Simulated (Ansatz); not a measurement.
# CrSeS: the cost of one run

Code: Ansatz 0.2.0. PAW datasets, plane waves. The cell comes from a prototype generator: it can be a known phase or a hypothetical one. Spin polarisation is off.

### 1 The cell

The unstrained cell was relaxed with r2SCAN; in each strained cell the atoms were relaxed again with r2SCAN. Names of k-points are those of the unstrained zone, where strain can split equivalent points. First state: -1.5 % strain along x alone.

The sheet's in-plane cell has a = 3.078 Å, b = 3.113 Å (γ = 119.6°), and its outermost atoms lie 3.02 Å apart along the normal. Around Cr lie 3 S at 2.28–2.29 Å and 3 Se at 2.40–2.41 Å; around S lie 3 Cr at 2.28–2.29 Å; around Se lie 3 Cr at 2.40–2.41 Å.

Coordinates:

```xyz
3
Lattice="3.0777 0.0000 0.0000 -1.5388 2.7059 0.0000 0.0000 0.0000 30.2577" Properties=species:S:1:pos:R:3 pbc="T T F"
Cr    0.0000    1.8066    9.0598
S     1.5388    0.9006   10.4803
Se    1.5388    0.9007    7.4599
```
Periodic in the plane only; c spans the vacuum.

From earlier runs on the unstrained cell: PBE 0.78 eV, r2SCAN 0.82 eV, HSE06 1.22 eV; a = 3.125 Å.

### 2 -1.5 % strain along x alone: PBE

input.yaml reads:

```yaml
crystal:
  lattice:
    - [3.0776794711, 0.0, 0.0]
    - [-1.5388397355, 2.7059376717, 0.0]
    - [0.0, 0.0, 30.2576682784]
  atoms:
    - { symbol: Cr, position: [0.3338231119, 0.6676462238, 0.2994200388] }
    - { symbol: S, position: [0.6664143152, 0.3328286304, 0.3463687609] }
    - { symbol: Se, position: [0.6664292396, 0.3328584791, 0.2465469795] }
  periodic: [true, true, false]
kpoints:
  mp_grid: { grid: [12, 12, 1] }
  band_path:
    path:
      - [0.0, 0.0, 0.0]
      - [0.5, 0.0, 0.0]
      - [0.3333333333, 0.3333333333, 0.0]
      - [-0.328125, -0.335938, 0.0]
      - [0.328125, 0.335938, 0.0]
    npoints: 1
hamiltonian:
  xc: pbe
scf:
  occupations: { method: fermi_dirac, width: 0.02 }
  n_extra_bands: 4
output:
  forces: true
  stress: true
  eigenvalues: true
```

Launch:

```sh
> ansatz run input.yaml --threads 4 --pin off --max-ram 5529MiB --backend cpu --events-out ev --progress --plain --runs-dir out
```

What time and memory should one allow on 4 threads of Arm Neoverse N1, shared host?

About 16 s, with a peak of 0.65 GiB.
